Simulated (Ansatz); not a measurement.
# Ta2O5: the cost of one run

Computed with Ansatz 0.2.0, driven from Python. Level of theory: DFT LDA, plane waves, PAW.

## 1. The system

It takes space group P2/m (No. 10, monoclinic). Conventional cell: a = 3.841 Å, b = 3.863 Å, c = 6.778 Å, α = 90.00°, β = 105.57°, γ = 90.00°. Ta (site symmetry m) has 6 O at 1.90 to 2.21 Å as nearest neighbours. O (site symmetry m) has 2 Ta at 1.93 Å as nearest neighbours. O (site symmetry m) is surrounded by 3 Ta at 1.98 to 2.21 Å. O (site symmetry 2/m) is surrounded by 2 Ta at 1.90 Å.

No structure file is read: the coordinates are typed or built in the script.

## 2. The script

The input, ta2o5_mass.py:

```python
"""Effective masses of Ta2O5 by finite differences."""

import ansatz
from ase import Atoms
import numpy as np


def main() -> None:
    atoms = Atoms(
        ["Ta", "Ta", "O", "O", "O", "O", "O"],
        scaled_positions=[
            (0.64953, 0.0, 0.79131),
            (0.35047, 0.0, 0.20869),
            (0.66212, 0.5, 0.79833),
            (0.33788, 0.5, 0.20167),
            (0.18976, 0.0, 0.87062),
            (0.81024, 0.0, 0.12938),
            (0.5, 0.0, 0.5),
        ],
        cell=[
            (3.84141, 0.0, 0.0),
            (0.0, 3.86272, 0.0),
            (-1.81894, 0.0, 6.52896),
        ],
        pbc=True,
    )
    system = ansatz.Crystal.from_ase(atoms)

    job = (
        system.calculation()
        .functional("lda")
        .pseudopotentials("paw")
        .basis(470)  # cutoff of the orbital basis
        .kpoints(6, 6, 4)  # sampling of the Brillouin zone
        .scf(tolerance=1e-09)
        .occupations("fixed")  # no smearing
    )
    # step 1: where the edges lie on the mesh
    outcome = job.band_table().run(threads=1)
    r = outcome.report
    levels = np.array(r["eigenvalues_ev"])
    filled = round(r["n_electrons"] / 2)
    edges = {"top filled band": (filled - 1, levels[:, filled - 1].argmax()), "lowest empty band": (filled, levels[:, filled].argmin())}
    gap = levels[:, filled].min() - levels[:, filled - 1].max()
    print(f"gap on the mesh {gap:.3f} eV")
    if gap <= 0.05:
        print("no gap: band-edge masses have no meaning here")
        edges = {}
    reciprocal = 2 * np.pi * np.linalg.inv(outcome.lattice.cell_ang).T
    step = 0.006  # 1/A

    # second differences give the curvature tensor; masses are hbar^2/m_e = 7.61996 eV A^2 over its eigenvalues
    # a slope that is not zero means that the extremum lies off this mesh point
    pairs = [(0, 1), (0, 2), (1, 2)]
    moves = [sign * axis for axis in np.eye(3) for sign in (-1, 1)]
    moves += [s1 * np.eye(3)[i] + s2 * np.eye(3)[j] for i, j in pairs for s1 in (1, -1) for s2 in (1, -1)]
    for name, (band, index) in edges.items():
        together = int(np.sum(np.abs(levels[index] - levels[index, band]) < 2e-3))
        print(name, "at k =", np.round(r["kpoints_frac"][index], 4), f"E = {levels[index, band]:.4f} eV, degeneracy {together}")
        centre = np.array(r["kpoints_frac"][index]) @ reciprocal
        points = [centre] + [centre + step * move for move in moves]
        table = job.band_structure(points, intervals=1, cartesian=True).run(threads=1).band_structure().channels[0].eigenvalues_ev
        if together > 1:
            level = np.flatnonzero(np.abs(levels[index] - levels[index, band]) < 2e-3)
            along = (table[1, level] + table[2, level] - 2 * table[0, level]) / step ** 2
            print("  degenerate level, no single mass tensor; masses of its branches along x:", np.round(7.61996 / along, 3), "m_e")
            continue
        e = table[:, band]
        hessian = np.diag((e[1:7:2] + e[2:7:2] - 2 * e[0]) / step ** 2)
        for (i, j), (pp, pm, mp, mm) in zip(pairs, e[7:].reshape(3, 4)):
            hessian[i, j] = hessian[j, i] = (pp - pm - mp + mm) / (4 * step ** 2)
        curvatures, axes = np.linalg.eigh(hessian)
        slope = (e[2:7:2] - e[1:7:2]) / (2 * step)
        print("  slope (eV A):", np.round(slope, 3) + 0.0, "" if np.abs(slope).max() < 0.05 else "- no extremum here, so these are local curvatures and no band-edge masses")
        for curvature, axis in zip(curvatures, axes.T):
            print(f"  principal mass {7.61996 / curvature:8.3f} m_e along", np.round(axis, 2) + 0.0)


if __name__ == "__main__":
    main()
```

## 3. The input behind the calls

The package turns the script's settings into the engine's input (first run):

```yaml
crystal:
  lattice:
    - [3.84141, 0.0, 0.0]
    - [0.0, 3.86272, 0.0]
    - [-1.81894, 0.0, 6.52896]
  atoms:
    - { symbol: Ta, position: [0.6495300000000002, 0.0, 0.79131] }
    - { symbol: Ta, position: [0.35047000000000006, 0.0, 0.20869] }
    - { symbol: O, position: [0.6621200000000002, 0.5, 0.79833] }
    - { symbol: O, position: [0.33788, 0.5, 0.20167] }
    - { symbol: O, position: [0.18976, 0.0, 0.87062] }
    - { symbol: O, position: [0.81024, 0.0, 0.12938] }
    - { symbol: O, position: [0.5, 0.0, 0.5] }
basis:
  ecutwfc: 470.0
kpoints:
  mp_grid:
    grid: [6, 6, 4]
hamiltonian:
  xc: lda
  pseudopotentials:
    kind: paw
scf:
  convergence:
    dr2_threshold: 1.0e-09
  occupations:
    method: fixed
output:
  eigenvalues: true
```

## 4. Launch

Run with:

```sh
> python ta2o5_mass.py
```

**Question.** How long does this script take on 1 thread of Arm Neoverse N1, shared host, and how much memory does it need?

About 88 s, with a peak of 0.51 GiB.
